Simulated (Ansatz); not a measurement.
**AlAsH2 (quintet): from Hartree-Fock to the top rungs, cc-pVDZ**

How much of the correlation energy of AlAsH2 (quintet) does each wave-function method recover here?

Method: cc-pVDZ, core rule «outside noble gas», up to 19 orbitals frozen; program: Ansatz 0.2.0, Gaussian basis.

The runs, in order: UHF; CCSD(T) on ROHF; CCSD(T) on UHF; BCCD(T) on ROHF; CISD; CCSDT(Q) on ROHF; CCSDT(Q) on UHF; CCSDTQ on ROHF.

15 further runs of the same task are left out: 9 for a known fault of the program, 6 set aside as unsound or not needed.

## (1) What is computed

The geometry is a PBE0/def2-TZVP stationary point (not a proven minimum) of the parent state, kept for this charge and spin. No spin-orbit coupling is included. The filled d shell of As may be among the frozen orbitals whatever the setting's name suggests; the logs give the count.

4 atoms, charge 0, spin multiplicity 5.

Atoms are counted from 1 here; the program's logs count them from 0.

Bond lengths: Al1–As2 2.470 Å, As2–H3 1.524 Å, As2–H4 1.524 Å. Angles: Al1–As2–H3 96.8°, Al1–As2–H4 96.8°, H3–As2–H4 92.8°.

## (2) UHF

Input file in.yaml:

```yaml
crystal:
  periodic: [false, false, false]
  atoms:
    - {symbol: Al, position_ang: [0.036540, 0.000000, 1.832106]}
    - {symbol: As, position_ang: [-0.039784, 0.000000, -0.636952]}
    - {symbol: H, position_ang: [0.989539, 1.103858, -0.849067]}
    - {symbol: H, position_ang: [0.989541, -1.103856, -0.849067]}
basis:
  gaussian: {orbitals: cc-pVDZ}
magnetization: {spin_polarized: true, initial_magnetization: 4}
hamiltonian: {xc: hf}
output: {orbitals: {seedname: orbitals}}
```

Launch:

```console
ansatz run in.yaml --threads 1 --pin off --events-out ev --progress --plain --max-ram 2816MiB --backend cpu
```

The runs that follow: CCSD(T) on ROHF; CCSD(T) on UHF; BCCD(T) on ROHF; CISD; CCSDT(Q) on ROHF; CCSDT(Q) on UHF; CCSDTQ on ROHF.

Q: Predict the results of all the runs planned. Wanted: RCCSDTQ below the RHF energy; RMP2 from RCCSDTQ; UMP2 from RCCSDTQ; RCCSD from RCCSDTQ; RCCSD(T) from RCCSDTQ; UCCSD(T) from RCCSDTQ; RCCSDT(Q) from RCCSDTQ; UCCSDT(Q) from RCCSDTQ; T1 diagnostic.

**Answer**, as computed:

| quantity | value |
| --- | --- |
| RCCSDTQ below the RHF energy | -4.2481 eV |
| RMP2 from RCCSDTQ | +943.5 meV |
| UMP2 from RCCSDTQ | +952.3 meV |
| RCCSD from RCCSDTQ | +141.3 meV |
| RCCSD(T) from RCCSDTQ | +32.6 meV |
| UCCSD(T) from RCCSDTQ | +29.5 meV |
| RCCSDT(Q) from RCCSDTQ | +0.8 meV |
| UCCSDT(Q) from RCCSDTQ | -2.9 meV |
| levels within 1 kcal/mol (43 meV) | RCCSD(T), UCCSD(T), BCCD(T), RCCSDT, UCCSDT, RCCSDT(Q), UCCSDT(Q) |
| T1 diagnostic | 0.021 |

RCCSD(T) lands +32.6 meV from the yardstick (0.8 % of the correlation energy). These misses are within one basis, not against nature; the frozen cores of restricted and unrestricted runs differ, which can shift their rows.
